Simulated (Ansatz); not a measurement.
# HfH (quartet): from Hartree-Fock to the top rungs at distance Hf1–H2 = 6.372 Å, def2-TZVP

Aim: climb from Hartree-Fock through coupled cluster and multireference methods for HfH (quartet) at one geometry and basis, and see what each rung misses.

Computed with Ansatz 0.2.0, Gaussian basis. Level: def2-TZVP, core rule «outside noble gas», up to 4 orbitals frozen.

Plan: UHF; CCSD(T) on ROHF; CCSD(T) on UHF; CISD; CCSDT(Q) on ROHF; CCSDT(Q) on UHF; CASSCF and MRCISD+Q, 5 electrons in 5 orbitals; CASSCF and NEVPT2, 5 electrons in 5 orbitals; Full CI.

33 further runs of the same task are left out: 22 for a known fault of the program, 8 that didn't finish, 3 set aside as unsound or not needed.

**1. The geometry**

The geometry derives from a PBE0/def2-TZVP stationary point (not a proven minimum). One bond is set to the value named and the two fragments are kept rigid. No spin-orbit coupling is included. Elements past krypton take def2 core potentials.

2 atoms, charge 0, spin multiplicity 4.

Atoms are counted from 1 here; the program's logs count them from 0.

No contacts short enough for the rule that draws bonds.

Coordinates:

| atom | x (Å) | y (Å) | z (Å) |
| --- | --- | --- | --- |
| Hf1 | 0.0000 | 0.0000 | 0.0000 |
| H2 | 0.0000 | 0.0000 | 6.3720 |

**2. UHF**

File in.yaml:

```yaml
crystal:
  periodic: [false, false, false]
  atoms:
    - {symbol: Hf, position_ang: [0.000000, 0.000000, 0.000000]}
    - {symbol: H, position_ang: [0.000000, 0.000000, 6.372000]}
basis:
  gaussian: {orbitals: def2-TZVP}
magnetization: {spin_polarized: true, initial_magnetization: 3}
hamiltonian: {xc: hf}
output: {orbitals: {seedname: orbitals}}
```

Launch:

```sh
$ ansatz run in.yaml --threads 1 --pin off --events-out ev --progress --plain --max-ram 2393MiB
```

After this run come: CCSD(T) on ROHF; CCSD(T) on UHF; CISD; CCSDT(Q) on ROHF; CCSDT(Q) on UHF; CASSCF and MRCISD+Q, 5 electrons in 5 orbitals; CASSCF and NEVPT2, 5 electrons in 5 orbitals; Full CI.

**Question.** What will the summary of the whole plan be? Wanted: FCI below the RHF energy; RMP2 from FCI; UMP2 from FCI; RCCSD from FCI; RCCSD(T) from FCI; UCCSD(T) from FCI; RCCSDT(Q) from FCI; UCCSDT(Q) from FCI; NEVPT2 pair from FCI.

The runs gave:

| quantity | value |
| --- | --- |
| FCI below the RHF energy | -1.6670 eV |
| RMP2 from FCI | +11.19 kcal/mol |
| UMP2 from FCI | +9.72 kcal/mol |
| RCCSD from FCI | +2.48 kcal/mol |
| RCCSD(T) from FCI | +0.85 kcal/mol |
| UCCSD(T) from FCI | -0.68 kcal/mol |
| RCCSDT(Q) from FCI | +0.01 kcal/mol |
| UCCSDT(Q) from FCI | -1.49 kcal/mol |
| NEVPT2 pair from FCI | +13.34 kcal/mol |
| MRCISD+Q pair from FCI | +0.42 kcal/mol |
| levels within 1 kcal/mol (43 meV) | UCCSD, RCCSD(T), UCCSD(T), RCCSDT, RCCSDT(Q), MRCISD+Q pair |
| T1 diagnostic | 0.018 |
| effectively unpaired electrons | 3.12 |

In words: RCCSD(T) lands +0.85 kcal/mol from the yardstick (2.2 % of the correlation energy). CCSD(T) misses by +0.85 kcal/mol on the restricted determinant and by -0.68 kcal/mol on the unrestricted one; the two need not hold the same state or core. UCCSD(T), UCCSDT, UCCSDT(Q) fall below full CI: unrestricted runs freeze a spin-polarised core, another one than full CI's, and coupled cluster isn't variational. One determinant dominates. Of the multireference levels listed MRCISD+Q pair comes nearest in total energy (+0.42 kcal/mol), which doesn't show that its space is the better one. These misses are within one basis, not against nature; the frozen cores of restricted and unrestricted runs differ, which can shift their rows.
